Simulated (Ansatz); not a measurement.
# triplet [SiCl3]+ at 6 levels

Aim: a comparison of 6 runs (UHF/3-21G, UB3LYP/6-31G*, UB2PLYP/aug-cc-pVDZ, UBHLYP/aug-cc-pVDZ, UPBE0/aug-cc-pVDZ, UMP2/aug-cc-pVDZ) of triplet [SiCl3]+. 

The calculation is run with Ansatz 0.2.0.

1 further run of the same task is left out (it didn't finish).

### Step 1. The molecule

[SiCl3]+: 4 atoms, total charge +1, spin state triplet. SMILES of the parent species: `Cl[Si+](Cl)Cl`. The shape is that of a PBE0-D4/def2-TZVP optimisation. That shape belongs to the parent species and isn't relaxed for this state.

Bond lengths: Cl1–Si2 1.947 Å, Si2–Cl3 1.947 Å, Si2–Cl4 1.947 Å. Angles: Cl1–Si2–Cl3 120.0°, Cl1–Si2–Cl4 120.0°, Cl3–Si2–Cl4 120.0°.

### Step 2. A single-point energy at UHF/3-21G (run 1)

The input, job.yaml:

```yaml
crystal:
  periodic: [false, false, false]
  atoms:
    - {symbol: Cl, position_ang: [-1.556000, -0.622300, 0.990900]}
    - {symbol: Si, position_ang: [-0.000000, -0.000100, -0.000100]}
    - {symbol: Cl, position_ang: [1.772000, -0.669600, 0.449500]}
    - {symbol: Cl, position_ang: [-0.216000, 1.292000, -1.440300]}
basis:
  gaussian:
    orbitals: 3-21G.json
magnetization:
  spin_polarized: true
  initial_magnetization: 2
total_charge: 1
output:
  orbitals: {seedname: orbitals}
accuracy: high
hamiltonian:
  xc: hf
```

The basis set 3-21G is read from a file made from the Basis Set Exchange's data (not shown).

Started as:

```
$ ansatz run job.yaml --threads 1 --pin off --max-ram 3480MiB --events-out events.jsonl --progress --plain --runs-dir runs
```

The program printed (excerpt; [...] marks lines left out):

```text
Warning: RAYON_NUM_THREADS=1 ignored (pool sized by the plan → 1); use --threads N
Functional definition: HF
  name "HF"
[...]
1115 factors; integrals over basis functions are off by at most 3.2e-9 eV
[...]
mean field -45138.88513009 eV, -1658.8234322954 hartree, gradient 8.9e-8 eV, S^2 2.017750; 9 other end points of the search recorded, 0 dependent functions left out
reference -45138.88513009 eV, -1658.8234322954 hartree; 33, 31 occupied and 19, 21 virtual orbitals, 1115 factors
Total energy: -45138.88513009 eV, -1658.8234322954 hartree
```

Run time: 13 s. Hardware: 1 thread of Arm Neoverse V2, shared host; peak memory 0.18 GiB.

### Step 3. The energy at UB3LYP/6-31G(d) (Cartesian functions) (run 2)

The input, in.yaml:

```yaml
crystal:
  periodic: [false, false, false]
  atoms:
    - {symbol: Cl, position_ang: [-1.556000, -0.622300, 0.990900]}
    - {symbol: Si, position_ang: [-0.000000, -0.000100, -0.000100]}
    - {symbol: Cl, position_ang: [1.772000, -0.669600, 0.449500]}
    - {symbol: Cl, position_ang: [-0.216000, 1.292000, -1.440300]}
basis:
  gaussian:
    orbitals: "6-31G*"
total_charge: 1
hamiltonian:
  xc: {name: B3LYP}
accuracy: high
output: {orbitals: {seedname: orbitals}}
magnetization:
  spin_polarized: true
  initial_magnetization: 2
```

Started as:

```
$ ansatz run in.yaml --threads 1 --pin off --max-ram 3480MiB --events-out events.jsonl --progress --plain --runs-dir runs
```

The program printed:

```text
Warning: RAYON_NUM_THREADS=1 ignored (pool sized by the plan → 1); use --threads N
Functional definition: B3LYP
  name "B3LYP"
  parameter a0 = 0.2
  parameter ax = 0.72
  parameter ac = 0.81
  exchange = (1 - a0 - ax)*slater_x + ax*b88_x + a0*exact_x
  correlation = (1 - ac)*vwn_rpa_c + ac*lyp_c
1449 factors; integrals over basis functions are off by at most 5.4e-9 eV
mean field evaluation 1: about -45432.7359 eV, gradient 1.5e1 eV
mean field evaluation 2: about -45433.3913 eV, gradient 1.2e1 eV
mean field evaluation 4: about -45434.0284 eV, gradient 6.5e-1 eV
mean field evaluation 8: about -45434.0893 eV, gradient 2.0e-2 eV
mean field evaluation 16: about -45434.0893 eV, gradient 1.9e-3 eV
mean field evaluation 32: about -45434.0893 eV, gradient 1.7e-6 eV
mean field evaluation 64: about -45433.6174 eV, gradient 4.8e0 eV
mean field -45434.43867539 eV, -1669.6848247520 hartree, gradient 1.1e-8 eV, S^2 2.006847; 13 other end points of the search recorded, 0 dependent functions left out
reference -45434.43871053 eV, -1669.6848260432 hartree; 33, 31 occupied and 43, 45 virtual orbitals, 1449 factors
Total energy: -45434.43871053 eV, -1669.6848260432 hartree
```

Run time: 38 s. Hardware: 1 thread of Arm Neoverse V2, shared host; peak memory 0.39 GiB.

### Step 4. A single-point energy at UB2PLYP/aug-cc-pVDZ (run 3)

The input, run.yaml:

```yaml
crystal:
  periodic: [false, false, false]
  atoms:
    - {symbol: Cl, position_ang: [-1.556000, -0.622300, 0.990900]}
    - {symbol: Si, position_ang: [-0.000000, -0.000100, -0.000100]}
    - {symbol: Cl, position_ang: [1.772000, -0.669600, 0.449500]}
    - {symbol: Cl, position_ang: [-0.216000, 1.292000, -1.440300]}
basis:
  gaussian:
    orbitals: aug-cc-pVDZ
total_charge: 1
magnetization:
  spin_polarized: true
  initial_magnetization: 2
hamiltonian:
  xc: {name: B2PLYP}
correlation:
  frozen_orbitals: {Cl: 5, Si: 5}
accuracy: high
output: {orbitals: {seedname: orbitals}}
```

Started as:

```
$ ansatz run run.yaml --threads 1 --pin off --max-ram 3480MiB --events-out events.jsonl --progress --plain --runs-dir runs
```

The program printed (excerpt; [...] marks lines left out):

```text
Warning: RAYON_NUM_THREADS=1 ignored (pool sized by the plan → 1); use --threads N
Functional definition: B2PLYP
  name "B2PLYP"
[...]
2143 factors; integrals over basis functions are off by at most 3.2e-9 eV
[...]
mean field -45415.35105547 eV, -1668.9833676579 hartree, gradient 2.7e-8 eV, S^2 2.020036; 6 other end points of the search recorded, 0 dependent functions left out
20 core orbitals not correlated: weight in the atoms' cores, before any rotation towards them, 1.000 or more for the frozen orbitals, at most 0.000 for the correlated occupied ones
reference -45415.35108287 eV, -1668.9833686648 hartree; 13, 11 occupied and 75, 77 virtual orbitals, 2143 factors
second order -17.72265066 eV of doubles, -0.00000000 eV of singles
Total energy: -45420.13619854 eV, -1669.1592184224 hartree
```

Wall time 75 s (1 thread of Arm Neoverse V2, shared host); peak memory 0.64 GiB.

Runs 4 to 5 aren't shown in full; the table further down has their settings and results.

### Step 5. The energy at UMP2/aug-cc-pVDZ (run 6)

in.yaml, as its differences from that of step 3:

```diff
@@ -8,11 +8,6 @@
 basis:
-  gaussian:
-    orbitals: "6-31G*"
+  gaussian: {orbitals: aug-cc-pVDZ}
 total_charge: 1
-hamiltonian:
-  xc: {name: B3LYP}
+magnetization: {spin_polarized: true, initial_magnetization: 2}
+correlation: {method: mp2, frozen_orbitals: {Cl: 5, Si: 5}}
 accuracy: high
-output: {orbitals: {seedname: orbitals}}
-magnetization:
-  spin_polarized: true
-  initial_magnetization: 2
```

Started as:

```
$ ansatz run in.yaml --threads 1 --pin off --max-ram 3480MiB --events-out events.jsonl --progress --plain --runs-dir runs
```

The program printed (excerpt; [...] marks lines left out):

```text
Warning: RAYON_NUM_THREADS=1 ignored (pool sized by the plan → 1); use --threads N
[... 2 set-up lines as earlier in the session ...]
[...]
2143 factors; integrals over basis functions are off by at most 3.2e-9 eV
[...]
mean field -45362.97634679 eV, -1667.0586326150 hartree, gradient 1.4e-8 eV, S^2 2.015411; 20 other end points of the search recorded, 0 dependent functions left out
20 core orbitals not correlated: weight in the atoms' cores, before any rotation towards them, 1.000 or more for the frozen orbitals, at most 0.000 for the correlated occupied ones
reference -45362.97634679 eV, -1667.0586326150 hartree; 13, 11 occupied and 75, 77 virtual orbitals, 2143 factors
second order -13.11538662 eV of doubles, -0.00000000 eV of singles
Total energy: -45376.09173342 eV, -1667.5406141835 hartree
```

Run time: 86 s. Hardware: 1 thread of Arm Neoverse V2, shared host; peak memory 0.51 GiB.

### Step 6. All runs side by side

```
run                                level  Cartesian functions  frozen core orbitals   energy (Eh)  HOMO energy (eV)   ⟨S²⟩  wall time
  1                            UHF/3-21G                   no                     –  -1658.823432            -13.62  2.018       13 s
  2  UB3LYP/6-31G* (Cartesian functions)                  yes                     –  -1669.684826            -10.02  2.007       38 s
  3                  UB2PLYP/aug-cc-pVDZ                   no                    20  -1669.159218            -10.93  2.020       75 s
  4                   UBHLYP/aug-cc-pVDZ                   no                     –  -1669.703469            -10.97  2.018       60 s
  5                    UPBE0/aug-cc-pVDZ                   no                     –  -1669.146981            -10.21  2.009       38 s
  6                     UMP2/aug-cc-pVDZ                   no                    20  -1667.540614                 –  2.015       86 s
```

### Step 7. Summary of results

| quantity | value |
| --- | --- |
| run 6: total energy | -1667.54061 Eh |
| run 6: correlation energy (20 core orbitals frozen) | -482.0 mEh |
| run 6: ⟨S²⟩ of the reference determinant | 2.015 |

In words: Totals of different functionals can't be ranked against each other. All runs together took 5.2 min, the longest 86 s.
